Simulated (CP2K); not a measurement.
# GFN2-xTB run of SiBrCl3 (bromotrichlorosilane)

What is the energy change on altering one bond length of SiBrCl3 (bromotrichlorosilane) at GFN2-xTB? 

Program for the calculation: CP2K 2026.2.

12 further runs of the same task are left out: 10 that didn't finish, 2 set aside as unsound or not needed.

## Step 1: Starting point

SiBrCl3 has 5 atoms, charge 0, and is taken as a singlet. As SMILES, `Cl[Si](Cl)(Cl)Br`. The shape is that of a PBE0-D4/def2-TZVP optimisation.

Bond lengths: Cl1–Si2 2.023 Å, Si2–Cl3 2.023 Å, Si2–Cl4 2.023 Å, Si2–Br5 2.188 Å. Angles: Cl1–Si2–Cl3 109.3°, Cl1–Si2–Cl4 109.3°, Cl1–Si2–Br5 109.7°, Cl3–Si2–Cl4 109.3°, Cl3–Si2–Br5 109.7°, Cl4–Si2–Br5 109.7°.

## Step 2: The energy at GFN2-xTB

mol.inp

```
&GLOBAL
 PROJECT mol
 RUN_TYPE ENERGY
 PRINT_LEVEL MEDIUM
&END

&FORCE_EVAL
 METHOD QS
 &DFT
  &QS
   METHOD XTB
   EPS_DEFAULT 1.0E-10
   &XTB
    GFN_TYPE TBLITE
    &TBLITE
     METHOD GFN2
    &END
    CHECK_ATOMIC_CHARGES F
   &END
  &END
  ! isolated system
  &POISSON
   PERIODIC NONE
   POISSON_SOLVER ANALYTIC
  &END
  ! SCF settings
  &SCF
   SCF_GUESS ATOMIC
   EPS_SCF 1.0E-07
   MAX_SCF 150
   ADDED_MOS 8
   &DIAGONALIZATION
    ALGORITHM STANDARD
   &END
   &MIXING
    METHOD DIRECT_P_MIXING
    ALPHA 0.4
   &END
  &END
  &PRINT
   &MOMENTS
    PERIODIC F
    REFERENCE COM
    MAX_MOMENT 1
   &END
   &MO ON
    ENERGIES T
    OCCUPATION_NUMBERS T
    NDIGITS 6
    &EACH
     QS_SCF 0
    &END
    ADD_LAST NUMERIC
   &END
   &HIRSHFELD OFF
   &END
  &END
 &END
 &SUBSYS
  &CELL
   ABC 19 19.2 19.2
   PERIODIC NONE
  &END
  &COORD
   Cl    -0.852900    -0.217700     1.821600
   Si     0.003400    -0.042600    -0.003200
   Cl     1.690500    -1.158200    -0.059200
   Cl    -1.285700    -0.709700    -1.412800
   Br     0.494400     2.054400    -0.387900
  &END
  &TOPOLOGY
   &CENTER_COORDINATES
   &END
  &END
 &END
&END
```

The run is started by

```
$ OMP_NUM_THREADS=1 cp2k.psmp -i mol.inp > mol.out 2>&1
```

What it wrote:

```text
CP2K| version string:                                       CP2K version 2026.2
[...]
 GLOBAL| Method name                                                        CP2K
[...]
 GLOBAL| Run type                                                         ENERGY
[...]
                             - Atoms:                                          5
[...]
                             - Spherical basis functions:                     45
[...]
 Number of electrons:                                                         32
[...]
  *** SCF run converged in    29 steps ***
[...]
  Fermi energy:                                                -0.24402083067878
[...]
 TB_DIPOLE| Moment [Debye]          0.25512032       1.09154088      -0.20030275
 TB_DIPOLE| Derivative [a.u.]       0.00000000       0.00000000       0.00000000
[...]
 ENERGY| Total FORCE_EVAL ( QS ) energy [hartree]            -19.626098725702771
[...]
```

Run time: 0.24 s. Hardware: 1 thread of Arm Neoverse V2, shared host.

## Step 3: The distorted shape

gas.inp

```
&GLOBAL
  PROJECT_NAME gas
  RUN_TYPE ENERGY
  PRINT_LEVEL MEDIUM
&END GLOBAL

&FORCE_EVAL
  METHOD QS
  &DFT
    CHARGE 0
    MULTIPLICITY 1
    &QS
      METHOD XTB
      EPS_DEFAULT 1.0E-10
      &XTB
        GFN_TYPE TBLITE
        &TBLITE
          METHOD GFN2
        &END TBLITE
        CHECK_ATOMIC_CHARGES F
      &END XTB
    &END QS
    &POISSON
      PERIODIC NONE
      POISSON_SOLVER ANALYTIC
    &END POISSON
    &SCF
      SCF_GUESS ATOMIC
      EPS_SCF 1.0E-07
      MAX_SCF 150
      ADDED_MOS 8
      &DIAGONALIZATION
        ALGORITHM STANDARD
      &END DIAGONALIZATION
      &MIXING
        METHOD DIRECT_P_MIXING
        ALPHA 0.4
      &END MIXING
    &END SCF
    ! extra output
    &PRINT
      &MOMENTS
        PERIODIC F
        REFERENCE COM
        MAX_MOMENT 1
      &END MOMENTS
      &MO ON
        ENERGIES T
        OCCUPATION_NUMBERS T
        NDIGITS 6
        &EACH
          QS_SCF 0
        &END EACH
        ADD_LAST NUMERIC
      &END MO
      &HIRSHFELD OFF
      &END HIRSHFELD
    &END PRINT
  &END DFT
  &SUBSYS
    ! box in angstrom
    &CELL
      ABC [angstrom] 21 20.6 19.2
      PERIODIC NONE
    &END CELL
    &COORD
      Cl    -2.877418     1.121018     1.888800
      Si    -2.021118     1.296118     0.064000
      Cl     1.690500    -1.158200    -0.059200
      Cl    -3.310218     0.629018    -1.345600
      Br    -1.530118     3.393118    -0.320700
    &END COORD
    &TOPOLOGY
      &CENTER_COORDINATES
      &END CENTER_COORDINATES
    &END TOPOLOGY
  &END SUBSYS
&END FORCE_EVAL
```

The run is started by

```
$ OMP_NUM_THREADS=1 cp2k.psmp -i gas.inp -o gas.out
```

What it wrote:

```text
CP2K| version string:                                       CP2K version 2026.2
[...]
 GLOBAL| Method name                                                        CP2K
[...]
 GLOBAL| Run type                                                         ENERGY
[...]
                             - Atoms:                                          5
[...]
                             - Spherical basis functions:                     45
[...]
 Number of electrons:                                                         32
[...]
  *** SCF run converged in    78 steps ***
[...]
  Fermi energy:                                                -0.39102010132875
[...]
 TB_DIPOLE| Moment [Debye]         -5.07616403       4.24030542       0.03400621
 TB_DIPOLE| Derivative [a.u.]       0.00000000       0.00000000       0.00000000
[...]
 ENERGY| Total FORCE_EVAL ( QS ) energy [hartree]            -19.491594257003353
[...]
```

Run time: 0.3 s. Hardware: 1 thread of Arm Neoverse V2, shared host.

## Step 4: Outcome

Level: GFN2-xTB.

```
                                                           quantity         value
                                          first shape: total energy  -19.62610 Eh
             first shape: dipole moment (from atomic charges alone)        1.14 D
                                           first shape: HOMO energy     -12.56 eV
                                           first shape: LUMO energy      -5.76 eV
                                         first shape: HOMO–LUMO gap       6.80 eV
                                      distorted shape: total energy  -19.49159 Eh
         distorted shape: dipole moment (from atomic charges alone)        6.61 D
                                       distorted shape: HOMO energy     -10.70 eV
                                       distorted shape: LUMO energy     -10.61 eV
                                     distorted shape: HOMO–LUMO gap       0.09 eV
energy change with the Si2–Cl3 bond stretched from 2.023 to 4.451 Å      3.660 eV
```

In words: One bond (distorted shape) is far stretched, which a spin-restricted single reference describes badly. With the Si2–Cl3 bond stretched from 2.023 to 4.451 Å the energy rises by 3.66 eV (84 kcal/mol). The first shape isn't relaxed at this level, so the change isn't measured from a minimum. A restricted reference can't describe the breaking bond well at this length. The dipole (first shape) comes from point charges on the atoms alone, without atomic dipoles, so it is partial. The dipole (distorted shape) comes from point charges on the atoms alone, without atomic dipoles, so it is partial.
